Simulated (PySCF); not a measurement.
**[Au2F3]−: other functionals and bases at one geometry**

The task here is to estimate one member of a computed series from the others.

The runs use PySCF 2.14.0; several levels, as the steps say, no spin–orbit coupling.

2 further runs of the same task are left out: 2 for a known fault of the program. Runs told in other sessions of the task aren't counted.

## Where the work starts

5 atoms, charge -1, spin multiplicity 1.

Bond lengths: Au1–F3 2.042 Å, Au1–F4 1.937 Å, Au2–F3 2.042 Å, Au2–F5 1.937 Å. Angles: F3–Au1–F4 178.5°, F3–Au2–F5 178.5°, Au1–F3–Au2 126.1°.

Coordinates:

```
Au   -0.01685    0.14299    1.82025
Au   -0.01685    0.14299   -1.82025
F    -0.12526    1.06296    0.00000
F     0.08057   -0.68376    3.56880
F     0.08057   -0.68376   -3.56880
```

Formal oxidation states: Au +1. An earlier session relaxed this geometry at PBE0, Au def2-SVP with ECP60, F def2-SVP (singlet, point group C2v).

At PBE0 on the finer grid: E = -570.582070 Eh, HOMO -3.22 eV, LUMO 2.80 eV, Mulliken charge on Au1 +0.21 e, largest force component 0.028 eV/Å. 

Levels to run: HF; PBE; CAM-B3LYP; revPBE; PBE0, TZVP; PBE0, x2c-SVP. Hardware: 2 threads of Arm Neoverse V2, shared host.

The first run:

File run.py (the lines that set the calculation):

```python
mol = gto.M(atom='''
Au    -0.01685     0.14299     1.82025
Au    -0.01685     0.14299    -1.82025
F     -0.12526     1.06296     0.00000
F      0.08057    -0.68376     3.56880
F      0.08057    -0.68376    -3.56880''',
    basis={'Au': 'def2-SVP', 'F': 'def2-SVP'},
    ecp={'Au': 'def2-SVP'},
    charge=-1, spin=0)
mf = scf.RHF(mol)
mf = mf.density_fit()  # fitting sets: Au def2-universal-JKFIT, F def2-universal-JKFIT
mf.conv_tol = 1e-08; mf.max_cycle = 55
mf.kernel(dm0)  # dm0: the density of the relaxed state
```

The run is started by

```console
$ OMP_NUM_THREADS=2 python run.py
```

Steps of the session up to this table: HF; PBE; CAM-B3LYP; revPBE; PBE0, TZVP; PBE0, x2c-SVP.

One of the session's tables, all rows but one given; the rest of the session is left out.

| level | HOMO (eV) | gap (eV) | charge on Au1 (e) | dipole (D) | largest force component (eV/Å) |
| --- | --- | --- | --- | --- | --- |
| PBE0 (relaxed here) | -3.22 | 6.03 | 0.21 | 1.84 | 0.03 |
| HF | -6.09 | 12.29 | 0.47 | 2.39 | 0.52 |
| PBE | -1.60 | 3.37 | 0.10 | 1.57 | 0.31 |
| CAM-B3LYP | -4.57 | 8.44 | 0.20 | 1.86 | 0.05 |
| revPBE | ? | ? | ? | ? | ? |
| PBE0, TZVP | -3.40 | 5.91 | 0.34 | 2.08 | 0.21 |
| PBE0, x2c-SVP | -3.46 | 6.03 | 0.11 | 1.90 | 0.15 |

**Question.** Estimate the row for revPBE.

The run gave: HOMO (eV): -1.51; gap (eV): 3.42; charge on Au1 (e): 0.11; dipole (D): 1.57; largest force component (eV/Å): 0.49. In the column «HOMO (eV)» it is the highest.

The dipole of a charged species depends on the origin, so these sizes hold for this origin alone.

In one basis the HOMO–LUMO gap runs from 3.37 eV (PBE) to 12.29 eV (HF). The largest leftover force, 0.52 eV/Å with HF, stands at a geometry relaxed at another level. Total energies of different levels can't be compared.
